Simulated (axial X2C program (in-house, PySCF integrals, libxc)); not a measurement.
**SnCN⁺: bond lengths and stretches, held linear**

The task here is to estimate one member of a computed series from the others.

Method: all-electron X2C, two-component (2c) or spin-free, Sn dyall-v3z, C dyall-v3z, N dyall-av3z; program: an in-house X2C program for linear molecules on PySCF integrals.

All values are calculated.

1 further run of the same task is left out (set aside as unsound or not needed).

The first run:

Contents of task.json:

```json
{
 "zs": [
  50,
  6,
  7
 ],
 "q": 1,
 "bas": [
  "dyall-v3z",
  "dyall-v3z",
  "dyall-av3z"
 ],
 "r0": [
  2.1,
  1.16
 ],
 "symm": 0,
 "scan": [
  "PBE0",
  "HF",
  "TPSSh"
 ],
 "levels": [
  "PBE0",
  "HF",
  "PBE"
 ],
 "nst": 2
}
```

Keys: zs atomic numbers; q charge; bas basis sets; r0 starting distance in Å; symm equal bonds; scan levels of the two-bond scan (MP2 follows by itself at each HF point); levels methods; nst determinants followed.

Launch:

```console
$ python solin.py task.json out
```

Masses Sn 119.902, C 12.000, N 14.003 u.

Steps of the session up to this table: Scan at PBE0, 2c; Scan at HF, 2c; Scan at TPSSh, 2c.

One table of the session follows, with a row left open; its other results are not shown here.

| level | r(Sn–C) (Å) | r(C–N) (Å) | lower stretch (cm⁻¹) | upper stretch (cm⁻¹) |
| --- | --- | --- | --- | --- |
| PBE0, 2c | 2.114 | 1.159 | 438.0 | 2262.7 |
| HF, 2c | 2.119 | 1.133 | 450.9 | 2464.8 |
| TPSSh, 2c | 2.123 | 1.165 | 430.3 | 2209.1 |
| MP2, 2c | ? | ? | ? | ? |
| PBE0, spin-free | 2.115 | 1.159 | 438.6 | 2262.7 |
| HF, spin-free | 2.120 | 1.133 | 450.9 | 2464.7 |
| TPSSh, spin-free | 2.123 | 1.165 | 431.0 | 2209.0 |
| MP2, spin-free | 2.105 | 1.184 | 442.8 | 2022.8 |

Estimate the missing values for MP2, 2c.

The run gave: r(Sn–C) (Å): 2.104; r(C–N) (Å): 1.184; lower stretch (cm⁻¹): 442.3; upper stretch (cm⁻¹): 2023.1. In the column «r(Sn–C) (Å)» it is the lowest.

Scans not shown above were run alike.

The upper stretch spreads by more than a fifth over the levels, so it depends strongly on the method. MP2 freezes inner shells (threshold -2 hartree). The molecule was held linear; bending was not examined, so a bent shape may lie lower.
